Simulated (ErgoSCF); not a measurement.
**HF/cc-pVTZ run of SiH4 (silane)**

What is the electronic atomisation energy of SiH4 (silane) at HF/cc-pVTZ? 

Program for the calculation: ErgoSCF 3.8.

8 further runs of the same task are left out: 3 that didn't finish, 5 set aside as unsound or not needed.

**1. The molecule**

SiH4 has 5 atoms, charge 0, and is taken as a singlet. As SMILES, `[SiH4]`. Geometry: relaxed at PBE0-D4/def2-TZVP.

Bond lengths: Si1–H2 1.485 Å, Si1–H3 1.485 Å, Si1–H4 1.485 Å, Si1–H5 1.485 Å. Angles: H2–Si1–H3 109.5°, H2–Si1–H4 109.5°, H2–Si1–H5 109.5°, H3–Si1–H4 109.5°, H3–Si1–H5 109.5°, H4–Si1–H5 109.5°.

**2. A single-point energy at HF/cc-pVTZ**

Input file run.inp:

```
# H4Si
set_nthreads("env")
molecule_inline
Si   0.00000000   0.00000000  -0.00018897
H    1.82849900  -1.30088746   1.68355700
H   -2.51522547   0.08484870   1.23966034
H   -0.19861022  -1.39896425  -2.42376273
H    0.88533669   2.61500301  -0.49926564
EOF
scf.use_diagonalization = 1
scf.output_mulliken_pop = 1
spin_polarization = 0
scf.max_number_of_iterations = 120
tmpdir = "."
basis = "cc-pVTZ"
run "HF"
```

The basis set cc-pVTZ is read from a file made from the Basis Set Exchange's data (not shown).

Command:

```console
$ ergo < run.inp
```

Standard output:

```text
INMA ERGO version 3.8
INMA Si (charge=14.0) 0.000000 0.000000 -0.000189
INMA H (charge=1.0) 1.828499 -1.300887 1.683557
INMA H (charge=1.0) -2.515225 0.084849 1.239660
INMA H (charge=1.0) -0.198610 -1.398964 -2.423763
INMA H (charge=1.0) 0.885337 2.615003 -0.499266
INMA  use_diagonalization := 1
INMA  output_mulliken_pop := 1
INMA  spin_polarization := 0
INMA  max_number_of_iterations := 120
INMA  basis := cc-pVTZ
INMA Basis really set to cc-pVTZ
INMA running HF
INMA Running HF
INSC SCF_general constructor, number of basis functions: 90
INSC Min internuclear distance:      2.80540 a.u.  =      1.48455 Angstrom
INSC Max internuclear distance:      4.58155 a.u.  =      2.42445 Angstrom
INSC Euclidean norm of overlap matrix =          6.53490362185  (acc 1.49e-08)
INSC Euclidean norm of invCholFactor after truncation =         30.60718488803
INSC Beginning of SCF cycle 1
INSC nuclearEnergy, energy_2el, energy = 21.270588, 52.835335, -54.145310
INSC Energy   1 =        -54.14530994891
INSC maxabs FDS-SDF is     3.25
INDE E_HOMO =         -3.85823861636
INDE E_LUMO =         -1.60029423003
INSC Beginning of SCF cycle 2
INSC nuclearEnergy, energy_2el, energy = 21.270588, 197.869664, -269.878485
INSC Energy   2 =       -269.87848541358
INSC maxabs FDS-SDF is     1.31
INSC using DIIS to get combined Fock matrix, number of iters used for DIIS:  2
INDE E_HOMO =          0.03846079459
INDE E_LUMO =          0.23867340965
INSC Beginning of SCF cycle 3
INSC nuclearEnergy, energy_2el, energy = 21.270588, 119.671341, -289.827617
INSC Energy   3 =       -289.82761704131  ( diff    -19.949131627732356 )
INSC maxabs FDS-SDF is    0.511
INSC using DIIS to get combined Fock matrix, number of iters used for DIIS:  3
INDE E_HOMO =         -0.35317135387
INDE E_LUMO =          0.12045606054
INSC Beginning of SCF cycle 4
INSC nuclearEnergy, energy_2el, energy = 21.270588, 124.723786, -290.844580
INSC Energy   4 =       -290.84458001398  ( diff     -1.016962972666704 )
INSC maxabs FDS-SDF is     0.51
INSC using DIIS to get combined Fock matrix, number of iters used for DIIS:  4
INDE E_HOMO =         -0.36744105372
INDE E_LUMO =          0.19780545715
INSC Beginning of SCF cycle 5
INSC nuclearEnergy, energy_2el, energy = 21.270588, 130.128476, -291.204164
INSC Energy   5 =       -291.20416351314  ( diff     -0.359583499154326 )
INSC maxabs FDS-SDF is    0.114
INSC using DIIS to get combined Fock matrix, number of iters used for DIIS:  5
INDE E_HOMO =         -0.45654754279
INDE E_LUMO =          0.17152558771
INSC Beginning of SCF cycle 6
INSC nuclearEnergy, energy_2el, energy = 21.270588, 132.458229, -291.258377
INSC Energy   6 =       -291.25837737468  ( diff     -0.054213861549727 )
INSC maxabs FDS-SDF is   0.0213
INSC using DIIS to get combined Fock matrix, number of iters used for DIIS:  6
INDE E_HOMO =         -0.48599292882
INDE E_LUMO =          0.15334230203
INSC Beginning of SCF cycle 7
INSC nuclearEnergy, energy_2el, energy = 21.270588, 132.963236, -291.260500
INSC Energy   7 =       -291.26049989123  ( diff     -0.002122516542784 )
INSC maxabs FDS-SDF is  0.00107
INSC using DIIS to get combined Fock matrix, number of iters used for DIIS:  7
INDE E_HOMO =         -0.48576590496
INDE E_LUMO =          0.15351589621
INSC Beginning of SCF cycle 8
INSC nuclearEnergy, energy_2el, energy = 21.270588, 132.955005, -291.260512
INSC Energy   8 =       -291.26051220177  ( diff     -0.000012310539034 )
INSC maxabs FDS-SDF is 0.000164
INSC using DIIS to get combined Fock matrix, number of iters used for DIIS:  8
INDE E_HOMO =         -0.48583550366
INDE E_LUMO =          0.15354536482
INSC Beginning of SCF cycle 9
INSC nuclearEnergy, energy_2el, energy = 21.270588, 132.957854, -291.260512
INSC Energy   9 =       -291.26051241766  ( diff     -0.000000215896137 )
INSC maxabs FDS-SDF is 1.69e-05
INSC using DIIS to get combined Fock matrix, number of iters used for DIIS:  9
INDE E_HOMO =         -0.48580177397
INDE E_LUMO =          0.15355228739
INSC Beginning of SCF cycle 10
INSC nuclearEnergy, energy_2el, energy = 21.270588, 132.958158, -291.260512
INSC Energy  10 =       -291.26051242570  ( diff     -0.000000008039819 )
INSC maxabs FDS-SDF is 3.51e-06
INSC using DIIS to get combined Fock matrix, number of iters used for DIIS: 10
INDE E_HOMO =         -0.48580065432
INDE E_LUMO =          0.15355349216
INSC Beginning of SCF cycle 11
INSC nuclearEnergy, energy_2el, energy = 21.270588, 132.958106, -291.260512
INSC Energy  11 =       -291.26051242577  ( diff     -0.000000000064915 )
INSC maxabs FDS-SDF is 4.74e-07
INSC using DIIS to get combined Fock matrix, number of iters used for DIIS: 10
INDE E_HOMO =         -0.48580031791
INDE E_LUMO =          0.15355359636
INSC Beginning of SCF cycle 12
INSC nuclearEnergy, energy_2el, energy = 21.270588, 132.958099, -291.260512
INSC Energy  12 =       -291.26051242577  ( diff      0.000000000000000 )
INSC maxabs FDS-SDF is 1.22e-07
RESC CONVERGED after  12 iterations.
RESC FINAL ENERGY:       -291.26051242577
TISC Main SCF loop took     51.59 usr cpu s       0.94 sys cpu s      52.54 wall s
INSC SCF: dipole_moment_x [atomic units] =      -0.00000166
INSC SCF: dipole_moment_y [atomic units] =      -0.00000988
INSC SCF: dipole_moment_z [atomic units] =      -0.00024075
INSC Sum of Mulliken charges (electrons):      18.0000000
INSC Mulliken charge of atom 0 =       0.2014313
INSC Mulliken charge of atom 1 =      -0.0503687
INSC Mulliken charge of atom 2 =      -0.0503676
INSC Mulliken charge of atom 3 =      -0.0503288
INSC Mulliken charge of atom 4 =      -0.0503662
INSC Sum of Mulliken atomic charges:       0.0000000
```

Wall time 54 s (1 thread of Arm Neoverse V1, shared host); peak memory 0.26 GiB.

**3. The H atom at the same level**

Input file geom.xyz:

```xyz
1

H      0.000000     0.000000     0.000000
```

Input file input.ego:

```
set_nthreads(1)
molecule "geom.xyz"
scf.max_number_of_iterations = 120
charge = 0
tmpdir = "."
scf.use_diagonalization = 1
spin_polarization = 1
basis = "cc-pVTZ"
scf.output_mulliken_pop = 1
run "HF"
```

The basis set cc-pVTZ is read from a file made from the Basis Set Exchange's data (not shown).

Run the same way, it converges to -0.49981 Eh (log not shown).

**4. The Si atom, same level**

Input file run.inp:

```
set_nthreads("env")
molecule_inline
Si     0.00000000     0.00000000     0.00000000
EOF
scf.output_mulliken_pop = 1
basis = "cc-pVTZ"
scf.use_diagonalization = 1
tmpdir = "."
spin_polarization = 2
scf.max_number_of_iterations = 120
run "HF"
```

The basis set cc-pVTZ is read from a file made from the Basis Set Exchange's data (not shown).

Run the same way, it converges to -288.85643 Eh (log not shown).

**5. What came out**

At HF/cc-pVTZ:

```
                     quantity          value
       molecule: total energy  -291.26051 Eh
      molecule: dipole moment         0.00 D
         H atom: total energy    -0.49981 Eh
        H atom: dipole moment         0.00 D
                 H atom: ⟨S²⟩          0.750
        Si atom: total energy  -288.85643 Eh
       Si atom: dipole moment         0.00 D
                Si atom: ⟨S²⟩          2.015
electronic atomisation energy      11.016 eV
```

In words: Taking the molecule apart into free atoms costs 11.02 eV (1063 kJ/mol), before zero-point energy and without spin-orbit coupling. Hartree–Fock lacks the correlation of the bonding pairs, which as a rule makes this value much too low; in minimal bases other errors can mask that.
